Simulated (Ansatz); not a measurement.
# Ta: the cost of one run

All numbers are computed with Ansatz 0.2.0 through its Python package. Level of theory: DFT PBEsol, plane waves, PAW.

This is Ta in the fcc structure; at room conditions it is bcc.

## 1. The structure

Ta Fm-3m: The structure is cubic, space group Fm-3m (No. 225). Conventional cell: a = 4.220 Å, b = 4.220 Å, c = 4.220 Å, α = 90.00°, β = 90.00°, γ = 90.00°. Ta (site symmetry m-3m) has 12 Ta at 2.98 Å as nearest neighbours.

Re Fm-3m: It takes space group Fm-3m (No. 225, cubic). Conventional cell: a = 3.950 Å, b = 3.950 Å, c = 3.950 Å, α = 90.00°, β = 90.00°, γ = 90.00°. Around Re (site symmetry m-3m) lie 12 Re at 2.79 Å.

Os Fm-3m: The structure is cubic, space group Fm-3m (No. 225). Conventional cell: a = 3.890 Å, b = 3.890 Å, c = 3.890 Å, α = 90.00°, β = 90.00°, γ = 90.00°. Os (site symmetry m-3m) is surrounded by 12 Os at 2.75 Å.

No structure file is read: the coordinates are typed or built in the script.

## 2. The code

trend.py reads:

```python
"""Trends along isostructural compounds in space group Fm-3m, after relaxing cells and atoms."""

from dataclasses import dataclass
import warnings

import ansatz as az
import matplotlib.pyplot as plt
import numpy as np


@dataclass(frozen=True)
class Settings:
    xc: str = "pbesol"
    max_scf: int = 60
    k_spacing: float = 0.26
    filling: str = "fermi_dirac"
    smearing_width: float = 0.05


settings = Settings()


def solve(name, crystal):
    calc = crystal.calculation()
    calc = calc.eigensolver("davidson").functional(settings.xc)
    calc = calc.scf(max_iterations=settings.max_scf)
    calc = calc.basis(20 * az.Ha, density_ratio=4)
    calc = calc.kpoints(spacing=settings.k_spacing).occupations(settings.filling, width=settings.smearing_width)
    calc = calc.stress()
    calc = calc.band_table()
    calc = calc.relax(force_tolerance=0.02, cell=True)
    return calc.run()


def volume_per_atom(outcome):
    return abs(np.linalg.det(outcome.lattice.cell_ang)) / len(outcome.lattice.sites)


def main() -> None:
    warnings.simplefilter("ignore")

    phases = {}
    ta = (
        az.Lattice.from_parameters(2.983991, 2.983991, 2.983991, alpha=60.0, beta=60.0, gamma=60.0)
        .atom("Ta", (0.0, 0.0, 0.0))
    )
    phases["Ta"] = ta
    re_cell = (
        az.Lattice.fcc(3.95)
        .space_group(225)
        .atom("Re", (0.0, 0.0, 0.0))
        .primitive()
    )
    phases["Re"] = re_cell
    os_cell = (
        az.Lattice.fcc(3.89)
        .space_group(225)
        .atom("Os", (0.0, 0.0, 0.0))
        .primitive()
    )
    phases["Os"] = os_cell

    done = {}
    for name, crystal in phases.items():
        try:
            done[name] = solve(name, crystal)
        except az.NonConvergedError as error:
            print(name, "did not converge:", str(error)[:120])

    rows = [(name, volume_per_atom(o)) for name, o in done.items()]
    print("| compound | V (A^3/atom) |")
    print("| --- | --- |")
    for row in rows:
        print(f"| {row[0]} | {row[1]:.3f} |")
    plt.figure(figsize=(4.5, 3))
    plt.bar([row[0] for row in rows], [row[1] for row in rows])
    plt.ylabel("V (A^3/atom)")
    plt.tight_layout()
    plt.savefig("trend.png", dpi=100)


if __name__ == "__main__":
    main()
```

## 3. The run

The run is started by

```console
$ python trend.py
```

**Question.** How long does this script take on 1 thread of Arm Neoverse V2, shared host, and how much memory does it need?

About 16 s, with a peak of 0.41 GiB.
